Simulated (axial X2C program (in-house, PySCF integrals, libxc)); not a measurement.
# A two-component session on SBe⁻: properties at the nuclei

Aim: properties at the nuclei of SBe⁻, with spin–orbit coupling in the Hamiltonian from the start.

Method: two-component X2C with atomic mean-field terms, S dyall-av3z, Be dyall-av3z; program: an in-house X2C program for linear molecules on PySCF integrals.

All values are calculated.

## (1) Input

File task.json:

```json
{"zs": [16, 4], "q": -1, "bas": ["dyall-av3z", "dyall-av3z"], "r0": 1.84, "levels": ["PBE0", "HF", "BHandHLYP", "B3LYP", "LDA"], "nst": 3}
```

Keys: zs atomic numbers; q charge; bas basis sets; r0 starting distance in Å; levels methods (HF also brings MP2); nst determinants followed.

On the command line:

```
$ python soeom.py task.json out
```

Nuclei are Gaussian, cores are contracted, and the Gaunt term is on.

## (2) Expectation values, lowest determinant

R = 1.811 Å. State: Ω = 1/2 (excess of +ω over −ω: ω = 1/2).

Output of the PBE0 run:

```text
two-component X2C + atomic mean field  PBE0
basis functions 132  fitting functions 609  grid points 4355
iter        total energy     max residual
   1       -410.826459299     1.86e+00
   2       -413.810639098     4.67e-02
   3       -413.640662559     1.01e-01
   4       -413.870606928     1.28e-02
   5       -413.873250862     4.97e-03
   6       -413.873929300     7.47e-04
   7       -413.873944677     6.37e-05
   8       -413.873945158     4.37e-05
   9       -413.873945239     1.29e-05
  10       -413.873945249     4.36e-06
  11       -413.873945250     1.54e-06
converged
one-electron -613.07291038  Coulomb 209.22640161  exact exchange -7.00994829  xc functional -21.65758276  nuclear repulsion 18.70090640  atomic mean-field constant -0.06081183
```

The highest occupied spinor is 42% Be p, 36% Be s, 12% S p.

```
    level  Eeff magnitude (GV/cm)  Ws magnitude S (kHz)  A∥/gI S (MHz)  qzz S (a.u.)  A∥/gI Be (MHz)  qzz Be (a.u.)
     PBE0                  0.0449                 0.034           84.7         -0.18             172          -0.11
       HF                  0.0404                0.0302           68.5         -0.32             188          -0.13
BHandHLYP                    0.05                0.0377           84.5         -0.20             198          -0.12
    B3LYP                  0.0455                0.0343           81.8         -0.19             192          -0.12
      LDA                  0.0383                0.0289           85.7         -0.21             170          -0.10
```

Eeff is the effective electric field on the electron dipole moment in this Ω state and Ws the scalar–pseudoscalar constant (defined with the proton number Z and per Ω); A∥ is the parallel hyperfine constant, which follows by multiplying with the nuclear g factor gI = μI/(I μN); qzz is the electric field gradient, eQq0 = 234.96 MHz × Q/barn × qzz. The operators were transformed with the bare-nucleus X2C matrices.

## (3) Expectation values, a higher determinant

R = 1.811 Å. State: Ω = 3/2 (excess of +ω over −ω: ω = 3/2), 2.43 eV above the lowest in the PBE0 search for states (made at or near this distance, with looser thresholds).

Output of the PBE0 run:

```text
two-component X2C + atomic mean field  PBE0
basis functions 132  fitting functions 609  grid points 4355
iter        total energy     max residual
   1       -410.492454305     1.86e+00
   2       -413.739598991     3.45e-02
   3       -413.745210700     2.82e-02
   4       -413.781134220     3.28e-03
   5       -413.781282130     2.49e-03
   6       -413.781491150     1.61e-04
   7       -413.781491913     1.88e-05
   8       -413.781491943     6.14e-06
   9       -413.781491946     1.83e-06
  10       -413.781491946     8.74e-07
converged
one-electron -611.25593425  Coulomb 207.42659204  exact exchange -6.99464953  xc functional -21.59759477  nuclear repulsion 18.70090640  atomic mean-field constant -0.06081183
```

The highest occupied spinor is 55% Be s, 27% Be p, 8% S s.

| level | Eeff magnitude (GV/cm) | Ws magnitude S (kHz) | A∥/gI S (MHz) | qzz S (a.u.) | A∥/gI Be (MHz) | qzz Be (a.u.) |
| --- | --- | --- | --- | --- | --- | --- |
| PBE0 | 0.00799 | 0.00209 | 221 | -1.82 | 2.03 | -0.16 |
| HF | 0.0131 | 0.00337 | 226 | -1.85 | 0.843 | -0.16 |
| BHandHLYP | 0.00739 | 0.00191 | 228 | -1.86 | 2.24 | -0.17 |
| B3LYP | 0.00561 | 0.00147 | 228 | -1.86 | 2.71 | -0.17 |
| LDA | 0.00381 | 0.00101 | 229 | -1.86 | 3.45 | -0.16 |

## (4) What came out

```
                                        quantity                                    value
                              lowest determinant  Ω = 1/2 (excess of +ω over −ω: ω = 1/2)
                    Eeff magnitude (GV/cm), PBE0                                   0.0449
                      Ws magnitude S (kHz), PBE0                                    0.034
                             A∥/gI S (MHz), PBE0                                     84.7
                              qzz S (a.u.), PBE0                                    -0.18
                              higher determinant  Ω = 3/2 (excess of +ω over −ω: ω = 3/2)
Eeff magnitude (GV/cm), PBE0, higher determinant                                  0.00799
  Ws magnitude S (kHz), PBE0, higher determinant                                  0.00209
         A∥/gI S (MHz), PBE0, higher determinant                                      221
          qzz S (a.u.), PBE0, higher determinant                                    -1.82
```

**Reading.** In the first state, the effective field runs from 0.0383 to 0.05 GV/cm over the mean-field levels. The expectation values come from single determinants, which for open shells can mix terms of unlike spin or miss the lowest Ω, so a determinant need not be a state. Eeff is the effective electric field on the electron dipole moment in this Ω state and Ws the scalar–pseudoscalar constant (defined with the proton number Z and per Ω); A∥ is the parallel hyperfine constant, which follows by multiplying with the nuclear g factor gI = μI/(I μN); qzz is the electric field gradient, eQq0 = 234.96 MHz × Q/barn × qzz. The operators were transformed with the bare-nucleus X2C matrices.
